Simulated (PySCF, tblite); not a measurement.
# C₂H₁₀FNSi₄: geometry, infrared bands and NMR shifts

What infrared bands and NMR shifts should C₂H₁₀FNSi₄ (`F[SiH2][Si@]1([SiH3])C=CN1[SiH3]`) show?

The runs use tblite 0.8.0 and PySCF 2.14.0, with density-fitted response routines of our own; the level of theory stands in each step. All values are computed, except where a source is named. Atoms are numbered from 0 throughout.

**1. Starting geometry**

18 atoms, charge 0, multiplicity 1; geometry from: force field or distance geometry start.

Bonds of the start (Å): F0–Si1 1.60, Si1–Si2 2.27, Si2–Si3 2.28, Si2–C4 1.83, C4–C5 1.36, C5–N6 1.32, N6–Si7 1.66, N6–Si2 1.66, Si1–H8 1.48, Si1–H9 1.50, Si3–H10 1.49, Si3–H11 1.47, Si3–H12 1.48, C4–H13 1.08, C5–H14 1.10, Si7–H15 1.48, Si7–H16 1.48, Si7–H17 1.48.

**2. Optimising the geometry with GFN2-xTB**

Job settings and geometry (Å):

```
{"job": {"kind": "relax", "xc": "GFN2-xTB", "basis": "xTB"}, "charge": 0, "multiplicity": 1}
F     -0.578200     2.779800     1.357500
Si    -0.681400     1.288800     1.917800
Si    -0.390400    -0.225100     0.254500
Si    -2.128000    -0.018500    -1.210400
C      0.039600    -1.929500     0.749400
C      1.239900    -1.769000     0.129500
N      1.125700    -0.539700    -0.347200
Si     2.054200     0.590100    -1.124500
H     -1.999200     1.111100     2.577700
H      0.358800     1.129400     2.985600
H     -3.428100    -0.224800    -0.503000
H     -2.154200     1.316700    -1.832200
H     -2.055100    -1.033400    -2.283500
H     -0.413400    -2.740600     1.291000
H      2.065600    -2.486800     0.073300
H      2.565000     1.547800    -0.116600
H      3.169500    -0.088200    -1.818900
H      1.200900     1.298400    -2.111800
```

Started as:

```sh
$ OMP_NUM_THREADS=1 python probes_run.py task.json out
```

This one command runs all jobs of the session in turn.

**Question.** This job is followed by: GFN2-xTB harmonic vibrations, gas phase; GIAO PBE0/pcSseg-1 NMR shielding, non-relativistic, gas phase. What will the session give for the following? strongest single infrared mode (GFN2-xTB); zero-point energy (GFN2-xTB); ¹³C shifts against TMS (PBE0/pcSseg-1); ¹H shifts against TMS (PBE0/pcSseg-1, means over atoms taken as alike); ¹⁹F shifts against CFCl3 (PBE0/pcSseg-1); ²⁹Si shifts against TMS (PBE0/pcSseg-1); ¹⁵N shifts against NH3 (PBE0/pcSseg-1).

As calculated:

| quantity | value |
| --- | --- |
| strongest single infrared mode (GFN2-xTB) | 763 cm⁻¹, 644 km/mol |
| zero-point energy (GFN2-xTB) | 65.2 kcal/mol |
| ¹³C shifts against TMS (PBE0/pcSseg-1) | 165.8, 108.3 ppm |
| ¹H shifts against TMS (PBE0/pcSseg-1, means over atoms taken as alike) | 7.15, 5.89, 5.89, 5.21, 4.64, 3.82 ppm |
| ¹⁹F shifts against CFCl3 (PBE0/pcSseg-1) | -260.7 ppm |
| ²⁹Si shifts against TMS (PBE0/pcSseg-1) | 23.7, 8.9, -60.5, -109.5 ppm |
| ¹⁵N shifts against NH3 (PBE0/pcSseg-1) | 68.4 ppm |

The optimisation took 180 steps and gained 1.091 eV; among the close pairs (by a distance rule), Si2–N6 changed most, from 1.661 to 1.828 Å. All 48 modes are real, so the xTB geometry is a minimum. The strongest single mode, at 763 cm⁻¹, is spread over several atoms, H17, H10, H11, H12 among them. GFN2-xTB is a fitted tight-binding method: band positions and strengths are rough. Its intensities can rank the bands wrongly. C5 (alkene carbon bearing nitrogen) lies farthest downfield among carbon, at 165.8 ppm; an sp2 carbon further deshielded by the attached heteroatom. H14 (hydrogen on an alkene carbon bearing nitrogen) lies farthest downfield among hydrogen, at 7.15 ppm; olefinic region. At PBE0/pcSseg-1: Shielding is most anisotropic at C5 (span 186 ppm, paramagnetic term -234 ppm).
